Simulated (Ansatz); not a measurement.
# AlGa2H (singlet): from Hartree-Fock to the top rungs, cc-pVDZ

An exercise on one series of results from a longer session: the logs are not shown, and one member is left open.

Method: cc-pVDZ, core rule «outside noble gas», up to 33 orbitals frozen; program: Ansatz 0.2.0, Gaussian basis.

Plan: UHF; CCSD(T) on RHF; BCCD(T) on RHF; CISD; CCSDT(Q) on RHF; CCSDT(Q) on UHF; CCSDTQ on RHF.

5 further runs of the same task are left out: 1 that didn't finish, 4 set aside as unsound or not needed. Runs told in other sessions of the task aren't counted.

### The system

The geometry is a PBE0/def2-TZVP stationary point (not a proven minimum). No spin-orbit coupling is included. The filled d shell of Ga may be among the frozen orbitals whatever the setting's name suggests.

4 atoms, charge 0, spin multiplicity 1.

Atoms are counted from 1 here; the program's logs count them from 0.

Bond lengths: Al1–Ga2 2.548 Å, Al1–Ga3 2.548 Å, Al1–H4 1.600 Å, Ga2–Ga3 2.370 Å. Angles: Ga2–Al1–Ga3 55.4°, Ga2–Al1–H4 152.3°, Ga3–Al1–H4 152.3°, Al1–Ga2–Ga3 62.3°, Al1–Ga3–Ga2 62.3°.

Geometry (Å):

```mol
AlGa2H
  3D, bonds by distance, orders not assigned

  4  4  0  0  0  0  0  0  0  0999 V2000
    0.0000    1.8685    0.0000 Al  0  0
    0.0000   -0.3866   -1.1851 Ga  0  0
    0.0000   -0.3866    1.1851 Ga  0  0
    0.0000    3.4687    0.0000 H   0  0
  1  2  8  0
  1  3  8  0
  1  4  8  0
  2  3  8  0
M  END
```

The first run:

in.yaml

```yaml
crystal:
  periodic: [false, false, false]
  atoms:
    - {symbol: Al, position_ang: [0.000000, 1.868499, 0.000000]}
    - {symbol: Ga, position_ang: [0.000000, -0.386610, -1.185145]}
    - {symbol: Ga, position_ang: [0.000000, -0.386610, 1.185145]}
    - {symbol: H, position_ang: [0.000000, 3.468731, 0.000000]}
basis:
  gaussian: {orbitals: cc-pVDZ}
magnetization: {spin_polarized: true, initial_magnetization: 0}
hamiltonian: {xc: hf}
output: {orbitals: {seedname: orbitals}}
```

Started as:

```console
ansatz run in.yaml --threads 1 --pin off --events-out ev --progress --plain --max-ram 4096MiB --backend cpu
```

Steps of the session up to this table: UHF; CCSD(T) on RHF; BCCD(T) on RHF; CISD; CCSDT(Q) on RHF; CCSDT(Q) on UHF; CCSDTQ on RHF.

One table of the session follows, with a row left open; its other results are not shown here.

It belongs to the step «Misses and costs». 

```
   method  from RCCSDTQ (meV)
      RHF             +6221.6
     RMP2                   ?
     CISD             +1122.2
    RCCSD              +474.7
 RCCSD(T)               +78.5
  BCCD(T)               +75.1
   RCCSDT               +46.1
RCCSDT(Q)                -0.7
  RCCSDTQ                   0
```

**Question.** Estimate the row for RMP2.

The run gave: from RCCSDTQ (meV): +1167.2. In the column «from RCCSDTQ (meV)» it lies between CISD (+1122.2) and RHF (+6221.6).
